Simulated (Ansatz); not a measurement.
**C3H7FOSn: one molecule under many settings**

How do the results and run time of C3H7FOSn respond when the settings are drawn wide?

Method: the settings change from run to run; program: Ansatz 0.2.0, Gaussian basis.

1 further run of the same task is left out (for a known fault of the program). Runs told in other sessions of the task aren't counted.

## 1. The relaxed structure

The structure was relaxed beforehand with PBE0-D4 in a triple-zeta def2 set. Sn takes a core potential in def2 sets; no spin-orbit term is included.

SMILES `CC(C)[O][Sn][F]`, 13 atoms, charge 0, spin multiplicity 1.

Atoms are counted from 1 here; the program's logs count them from 0.

Bond lengths: C1–C2 1.516 Å, C1–H7 1.093 Å, C1–H8 1.092 Å, C1–H9 1.093 Å, C2–C3 1.516 Å, C2–O4 1.419 Å, C2–H10 1.098 Å, C3–H11 1.092 Å, C3–H12 1.093 Å, C3–H13 1.093 Å, O4–Sn5 1.957 Å, Sn5–F6 1.953 Å. Angles: C2–C1–H7 110.2°, C2–C1–H8 110.6°, C2–C1–H9 110.8°, H7–C1–H8 108.3°, H7–C1–H9 108.6°, H8–C1–H9 108.2°, C1–C2–C3 112.0°, C1–C2–O4 108.7°, C1–C2–H10 108.9°, C3–C2–O4 108.7°, C3–C2–H10 108.9°, O4–C2–H10 109.7°, C2–C3–H11 110.6°, C2–C3–H12 110.8°, C2–C3–H13 110.2°, H11–C3–H12 108.2°, H11–C3–H13 108.3°, H12–C3–H13 108.6° and more.

## 2. r2SCAN/x2c-TZVPPall

Set apart from the defaults: atoms shaken by 0.15 Å, D4 dispersion.

in.yaml reads:

```yaml
crystal:
  periodic: [false, false, false]
  atoms:
    - {symbol: C, position_ang: [-1.350239, -0.546056, -0.004830]}
    - {symbol: C, position_ang: [-0.104413, 0.051826, -0.111644]}
    - {symbol: C, position_ang: [1.211663, -0.904064, 0.844706]}
    - {symbol: O, position_ang: [0.254963, 1.291480, 0.235475]}
    - {symbol: Sn, position_ang: [0.877140, 2.910699, -1.121865]}
    - {symbol: F, position_ang: [1.225399, 1.508937, -2.837237]}
    - {symbol: H, position_ang: [-1.665465, -0.298307, 0.916204]}
    - {symbol: H, position_ang: [-1.851055, 0.367283, -0.525441]}
    - {symbol: H, position_ang: [-1.656479, -1.447327, -0.160019]}
    - {symbol: H, position_ang: [0.331996, -0.000328, -1.102105]}
    - {symbol: H, position_ang: [1.915429, -0.686346, 0.778463]}
    - {symbol: H, position_ang: [0.509564, -1.917912, 0.759094]}
    - {symbol: H, position_ang: [0.409283, -0.770689, 1.907627]}
basis:
  gaussian: {orbitals: x2c-TZVPPall}
hamiltonian: {xc: {name: r2SCAN}, dispersion: d4}
output: {forces: true}
```

Command:

```console
ansatz run in.yaml --threads 4 --pin off --events-out ev --progress --plain --max-ram 11315MiB
```

Log, shortened:

```text
Functional definition: r2SCAN
  name "r2SCAN"
  cite "Furness, Kaplan, Ning, Perdew & Sun, J. Phys. Chem. Lett. 11, 8208 (2020) doi:10.1021/acs.jpclett.0c02405"
  cite "Furness, Kaplan, Ning, Perdew & Sun, J. Phys. Chem. Lett. 11, 9248 (2020) doi:10.1021/acs.jpclett.0c03077"
  parent r2scan
[...]
1828 factors; their error is unknown
[...]
mean field -176061.07968545 eV, -6470.1253399542 hartree, gradient 4.5e-5 eV, S^2 0.000000; 1 other end points of the search recorded, 0 dependent functions left out
[...]
reference -176061.07969823 eV, -6470.1253404239 hartree; 46, 46 occupied and 267, 267 virtual orbitals, 1828 factors
Total energy: -176061.15777153 eV, -6470.1282095648 hartree
Relativity: scalar
Atom 0 at    -1.350239    -0.546056    -0.004830 Å, force    -1.832607     7.888941    -0.347847 eV/Å
Atom 1 at    -0.104413     0.051826    -0.111644 Å, force     9.622080    -2.489782    -1.962225 eV/Å
Atom 2 at     1.211663    -0.904064     0.844706 Å, force   -44.583329   -12.133508     5.296610 eV/Å
Atom 3 at     0.254963     1.291480     0.235475 Å, force    -1.075112     4.352530     0.367055 eV/Å
Atom 4 at     0.877140     2.910699    -1.121865 Å, force    -0.189825    -3.627153    -0.774675 eV/Å
Atom 5 at     1.225399     1.508937    -2.837237 Å, force    -0.504444     1.861226     2.244483 eV/Å
Atom 6 at    -1.665465    -0.298307     0.916204 Å, force    -1.475169     0.500185     4.016491 eV/Å
Atom 7 at    -1.851055     0.367283    -0.525441 Å, force    -0.730409    -2.052640    -0.120973 eV/Å
Atom 8 at    -1.656479    -1.447327    -0.160019 Å, force    -1.073042    -5.394172    -2.094523 eV/Å
Atom 9 at     0.331996    -0.000328    -1.102105 Å, force    -0.283445    -1.204251    -0.767535 eV/Å
Atom 10 at     1.915429    -0.686346     0.778463 Å, force    34.797163    10.113686    -3.020555 eV/Å
Atom 11 at     0.509564    -1.917912     0.759094 Å, force     3.707438     1.603966    -0.676582 eV/Å
Atom 12 at     0.409283    -0.770689     1.907627 Å, force     3.620702     0.580974    -2.159725 eV/Å
Dipole moment:    -0.241997     0.698258     0.264979 e Å
```

Run time: 11 s. Hardware: 4 threads of Arm Neoverse V2, shared host.

Largest force 46.508 eV/Å, dipole 3.77 D.

## 3. B97M-V/def2-mTZVPP

This run has charge -1, multiplicity 2, high accuracy, the search for lower states set to light.

in.yaml reads:

```yaml
crystal:
  periodic: [false, false, false]
  atoms:
    - {symbol: C, position_ang: [-1.433926, -0.380986, 0.060347]}
    - {symbol: C, position_ang: [0.029733, -0.013016, -0.085595]}
    - {symbol: C, position_ang: [0.915452, -0.829832, 0.834885]}
    - {symbol: O, position_ang: [0.187778, 1.361216, 0.232205]}
    - {symbol: Sn, position_ang: [0.835128, 2.815072, -0.907032]}
    - {symbol: F, position_ang: [1.142273, 1.724761, -2.497494]}
    - {symbol: H, position_ang: [-1.770428, -0.192045, 1.082957]}
    - {symbol: H, position_ang: [-2.049605, 0.212427, -0.619043]}
    - {symbol: H, position_ang: [-1.592662, -1.437736, -0.168964]}
    - {symbol: H, position_ang: [0.338155, -0.190019, -1.123987]}
    - {symbol: H, position_ang: [1.964224, -0.554642, 0.704015]}
    - {symbol: H, position_ang: [0.813061, -1.897404, 0.624426]}
    - {symbol: H, position_ang: [0.641218, -0.652496, 1.877979]}
basis:
  gaussian: {orbitals: def2-mTZVPP}
total_charge: -1
magnetization: {spin_polarized: true, initial_magnetization: 1}
hamiltonian: {xc: {name: B97M-V}}
accuracy: high
scf: {lower_state_search: light}
```

Same command.

Log, shortened:

```text
Functional definition: B97M-V
  name "B97M-V"
  cite "Mardirossian & Head-Gordon, J. Chem. Phys. 142, 074111 (2015) doi:10.1063/1.4907719"
  cite "Becke, J. Chem. Phys. 107, 8554 (1997) doi:10.1063/1.475007"
  cite "Vydrov & Van Voorhis, J. Chem. Phys. 133, 244103 (2010) doi:10.1063/1.3521275"
  # Of w^i u^j: cxij and so on, Table III.
[...]
  gx(w, u) = cx00 + cx01*u + cx02*u^2 + (cx10 + cx11*u)*w
  gss(w, u) = css00 + css02*u^2 + css10*w + (css32*w^3 + css42*w^4)*u^2
  gos(w, u) = cos00 + cos01*u + cos03*u^3 + cos10*w + cos32*w^3*u^2
[...]
      + integral(e_c_pw_mod_opposite_spin*gos(b97_w_opposite, b97_u_opposite)) + vv10(b, c)
3930 factors; integrals over basis functions are off by at most 2.0e-8 eV
[...]
mean field -13824.52278308 eV, -508.0418416800 hartree, gradient 5.9e-8 eV, S^2 0.752873; 0 other end points of the search recorded, 0 dependent functions left out
reference -13824.52279021 eV, -508.0418419420 hartree; 33, 32 occupied and 143, 144 virtual orbitals, 3930 factors
Total energy: -13824.52279021 eV, -508.0418419420 hartree
```

It took 69 s on 4 threads of Arm Neoverse V2, shared host; peak memory 1.9 GiB.

⟨S²⟩ 0.753.

## 4. LC-wPBE/def2-TZVPD

Options: a grid of angular degree 11.

in.yaml: that of step 3 with these lines changed.

```diff
@@ -17,7 +17,3 @@
 basis:
-  gaussian: {orbitals: def2-mTZVPP}
-total_charge: -1
-magnetization: {spin_polarized: true, initial_magnetization: 1}
-hamiltonian: {xc: {name: B97M-V}}
-accuracy: high
-scf: {lower_state_search: light}
+  gaussian: {orbitals: def2-TZVPD, final_grid: {core_spheres: 5, valence_spheres: 4, degree: 11}}
+hamiltonian: {xc: {name: LC-wPBE}}
```

The command is unchanged.

Log, shortened:

```text
Functional definition: LC-wPBE
  name "LC-wPBE"
  cite "Vydrov & Scuseria, J. Chem. Phys. 125, 234109 (2006) doi:10.1063/1.2409292"
  cite "Heyd & Scuseria, J. Chem. Phys. 120, 7274 (2004) doi:10.1063/1.1668634"
  cite "Ernzerhof & Perdew, J. Chem. Phys. 109, 3313 (1998) doi:10.1063/1.476928"
  cite "Perdew, Burke & Ernzerhof, Phys. Rev. Lett. 77, 3865 (1996) doi:10.1103/PhysRevLett.77.3865"
  parent pbe
[...]
1664 factors; their error is unknown
754 factors; integrals over basis functions are off by at most 3.2e-5 eV
[...]
mean field -13822.25858616 eV, -507.9586339782 hartree, gradient 7.2e-5 eV, S^2 0.000000; 0 other end points of the search recorded, 0 dependent functions left out
reference -13822.25858617 eV, -507.9586339784 hartree; 32, 32 occupied and 278, 278 virtual orbitals, 1664 factors
Total energy: -13822.25858617 eV, -507.9586339784 hartree
```

Run time: 3.6 s. Hardware: 4 threads of Arm Neoverse V2, shared host; peak memory 0.88 GiB.

## 5. PBEsol/def2-mTZVPP

This run has D4 dispersion.

in.yaml: that of step 4 with these lines changed.

```diff
@@ -17,3 +17,3 @@
 basis:
-  gaussian: {orbitals: def2-TZVPD, final_grid: {core_spheres: 5, valence_spheres: 4, degree: 11}}
-hamiltonian: {xc: {name: LC-wPBE}}
+  gaussian: {orbitals: def2-mTZVPP}
+hamiltonian: {xc: {name: PBEsol}, dispersion: d4}
```

The command is unchanged.

Log:

```text
Functional definition: PBEsol
  name "PBEsol"
  cite "Perdew et al., Phys. Rev. Lett. 100, 136406 (2008) doi:10.1103/PhysRevLett.100.136406"
  cite "Perdew, Burke & Ernzerhof, Phys. Rev. Lett. 77, 3865 (1996) doi:10.1103/PhysRevLett.77.3865"
  parent pbesol
  exchange = pbesol_x
  correlation = pbesol_c
1638 factors; their error is unknown
mean field evaluation 1: about -13762.0298 eV, gradient 9.6e1 eV
mean field evaluation 2: about -13568.7542 eV, gradient 2.6e2 eV
mean field evaluation 4: about -13780.1671 eV, gradient 2.6e1 eV
mean field evaluation 8: about -13781.2452 eV, gradient 5.6e-1 eV
mean field evaluation 16: about -13781.2143 eV, gradient 1.1e-3 eV
mean field -13781.21429973 eV, -506.4502842723 hartree, gradient 1.1e-5 eV, S^2 0.000000; 0 other end points of the search recorded, 0 dependent functions left out
reference -13781.21434813 eV, -506.4502860513 hartree; 32, 32 occupied and 144, 144 virtual orbitals, 1638 factors
Total energy: -13781.32007837 eV, -506.4541715659 hartree
```

Wall time 1.8 s (4 threads of Arm Neoverse V2, shared host).

## 6. SVWN5/x2c-TZVPPall

in.yaml: that of step 5 with these lines changed.

```diff
@@ -17,3 +17,3 @@
 basis:
-  gaussian: {orbitals: def2-mTZVPP}
-hamiltonian: {xc: {name: PBEsol}, dispersion: d4}
+  gaussian: {orbitals: x2c-TZVPPall}
+hamiltonian: {xc: {name: SVWN5}}
```

The command is unchanged.

Log:

```text
Functional definition: SVWN5
  name "SVWN5"
  cite "Dirac, Proc. Camb. Phil. Soc. 26, 376 (1930) doi:10.1017/S0305004100016108"
  cite "Slater, Phys. Rev. 81, 385 (1951) doi:10.1103/PhysRev.81.385"
  cite "Vosko, Wilk & Nusair, Can. J. Phys. 58, 1200 (1980) doi:10.1139/p80-159"
  exchange = slater_x
  correlation = vwn5_c
1828 factors; their error is unknown
mean field evaluation 1: about -175828.0713 eV, gradient 1.0e2 eV
mean field evaluation 2: about -175632.9261 eV, gradient 2.8e2 eV
mean field evaluation 4: about -175848.2314 eV, gradient 3.4e1 eV
mean field evaluation 8: about -175850.0297 eV, gradient 6.9e-1 eV
mean field evaluation 16: about -175849.9896 eV, gradient 1.5e-3 eV
mean field -175849.98958449 eV, -6462.3679218261 hartree, gradient 7.4e-5 eV, S^2 0.000000; 0 other end points of the search recorded, 0 dependent functions left out
reference -175849.98962744 eV, -6462.3679234044 hartree; 46, 46 occupied and 267, 267 virtual orbitals, 1828 factors
Total energy: -175849.98962744 eV, -6462.3679234044 hartree
Relativity: scalar
```

Run time: 2.5 s. Hardware: 4 threads of Arm Neoverse V2, shared host.

## 7. rPW86-PBE/def2-mTZVP

Set apart from the defaults: the search for lower states set to full.

in.yaml: that of step 6 with these lines changed.

```diff
@@ -17,3 +17,5 @@
 basis:
-  gaussian: {orbitals: x2c-TZVPPall}
-hamiltonian: {xc: {name: SVWN5}}
+  gaussian: {orbitals: def2-mTZVP}
+hamiltonian: {xc: {name: rPW86-PBE}}
+scf: {lower_state_search: full}
+output: {forces: true}
```

The command is unchanged.

Log, shortened:

```text
Functional definition: rPW86-PBE
  name "rPW86-PBE"
  cite "Murray, Lee & Langreth, J. Chem. Theory Comput. 5, 2754 (2009) doi:10.1021/ct900365q"
  cite "Perdew, Burke & Ernzerhof, Phys. Rev. Lett. 77, 3865 (1996) doi:10.1103/PhysRevLett.77.3865"
  parent pbe
[...]
1532 factors; their error is unknown
[...]
mean field -13847.00285743 eV, -508.8679691749 hartree, gradient 1.8e-5 eV, S^2 0.000000; 0 other end points of the search recorded, 0 dependent functions left out
[...]
reference -13847.00298889 eV, -508.8679740058 hartree; 32, 32 occupied and 125, 125 virtual orbitals, 1532 factors
Total energy: -13847.00298889 eV, -508.8679740058 hartree
Atom 0 at    -1.433926    -0.380986     0.060347 Å, force    -0.227270    -0.050737     0.007845 eV/Å
Atom 1 at     0.029733    -0.013016    -0.085595 Å, force    -0.013359    -0.590572    -0.301335 eV/Å
[...]
Atom 3 at     0.187778     1.361216     0.232205 Å, force    -0.305529     0.003528     0.942473 eV/Å
Atom 4 at     0.835128     2.815072    -0.907032 Å, force     0.226386     1.697475     0.300552 eV/Å
Atom 5 at     1.142273     1.724761    -2.497494 Å, force     0.219554    -0.691049    -1.083107 eV/Å
Atom 6 at    -1.770428    -0.192045     1.082957 Å, force    -0.077393     0.016127     0.132451 eV/Å
Atom 7 at    -2.049605     0.212427    -0.619043 Å, force    -0.107506     0.068198    -0.083445 eV/Å
Atom 8 at    -1.592662    -1.437736    -0.168964 Å, force    -0.048581    -0.147405    -0.030619 eV/Å
Atom 9 at     0.338155    -0.190019    -1.123987 Å, force     0.042675    -0.047418    -0.158113 eV/Å
Atom 10 at     1.964224    -0.554642     0.704015 Å, force     0.150921     0.018675     0.001746 eV/Å
Atom 11 at     0.813061    -1.897404     0.624426 Å, force     0.005020    -0.157957    -0.012911 eV/Å
Atom 12 at     0.641218    -0.652496     1.877979 Å, force    -0.013537     0.003864     0.152812 eV/Å
Dipole moment:    -0.028238     0.242000     0.230854 e Å
```

Wall time 7.5 s (4 threads of Arm Neoverse V2, shared host).

Largest force 1.739 eV/Å, dipole 1.61 D.

## 8. BHLYP/def2-TZVP

This run has D4 dispersion.

in.yaml: that of step 7 with these lines changed.

```diff
@@ -17,5 +17,3 @@
 basis:
-  gaussian: {orbitals: def2-mTZVP}
-hamiltonian: {xc: {name: rPW86-PBE}}
-scf: {lower_state_search: full}
-output: {forces: true}
+  gaussian: {orbitals: def2-TZVP}
+hamiltonian: {xc: {name: BHLYP}, dispersion: d4}
```

Launched as before.

Log:

```text
Functional definition: BHLYP
  name "BHLYP"
  cite "Becke, J. Chem. Phys. 98, 1372 (1993) doi:10.1063/1.464304"
  cite "Becke, Phys. Rev. A 38, 3098 (1988) doi:10.1103/PhysRevA.38.3098"
  cite "Lee, Yang & Parr, Phys. Rev. B 37, 785 (1988) doi:10.1103/PhysRevB.37.785"
  parameter a = 0.5
  exchange = (1 - a)*b88_x + a*exact_x
  correlation = lyp_c
1807 factors; their error is unknown
mean field evaluation 1: about -13808.8269 eV, gradient 7.4e1 eV
mean field evaluation 2: about -13790.4471 eV, gradient 1.2e2 eV
mean field evaluation 4: about -13819.7949 eV, gradient 6.9e0 eV
mean field evaluation 8: about -13819.8736 eV, gradient 1.9e-1 eV
mean field evaluation 16: about -13820.0662 eV, gradient 5.1e-4 eV
mean field -13820.06619261 eV, -507.8780650010 hartree, gradient 2.9e-5 eV, S^2 0.000000; 0 other end points of the search recorded, 0 dependent functions left out
reference -13820.06640016 eV, -507.8780726285 hartree; 32, 32 occupied and 215, 215 virtual orbitals, 1807 factors
Total energy: -13820.43045355 eV, -507.8914513439 hartree
```

It took 3.2 s on 4 threads of Arm Neoverse V2, shared host.

## 9. The runs in one table

```csv
level,charge,multiplicity,geometry,functions,energy (eV),time
r2SCAN/x2c-TZVPPall,0,1,shaken,313,-176061.158,11 s
B97M-V/def2-mTZVPP,-1,2,relaxed,176,-13824.523,69 s
LC-wPBE/def2-TZVPD,0,1,relaxed,310,-13822.259,3.6 s
PBEsol/def2-mTZVPP,0,1,relaxed,176,-13781.320,1.8 s
SVWN5/x2c-TZVPPall,0,1,relaxed,313,-175849.990,2.5 s
rPW86-PBE/def2-mTZVP,0,1,relaxed,157,-13847.003,7.5 s
BHLYP/def2-TZVP,0,1,relaxed,247,-13820.430,3.2 s
```

## 10. Outcome

```
                                         quantity                      value
                                             runs                          7
                                         quickest  PBEsol/def2-mTZVPP, 1.8 s
                                          slowest   B97M-V/def2-mTZVPP, 69 s
spread of total energies, same state and geometry                162068.7 eV
```

**Reading.** B97M-V/def2-mTZVPP took 39 times as long as PBEsol/def2-mTZVPP. The jobs differ in tasks and options as well as level. Total energies at one charge and spin differ by 162069 eV between levels, so only differences within one level mean anything. Some of these runs are scalar-relativistic and others not, which shifts the totals of all-electron atoms past neon by several eV an atom and more; core potentials, where a basis has them, take the core out of the total altogether. At the PBE0-D4/def2-TZVP geometry and in the same state, the sound runs without point charges leave forces up to 1.74 eV/Å (rPW86-PBE/def2-mTZVP), against 46.5 eV/Å where the atoms were moved.
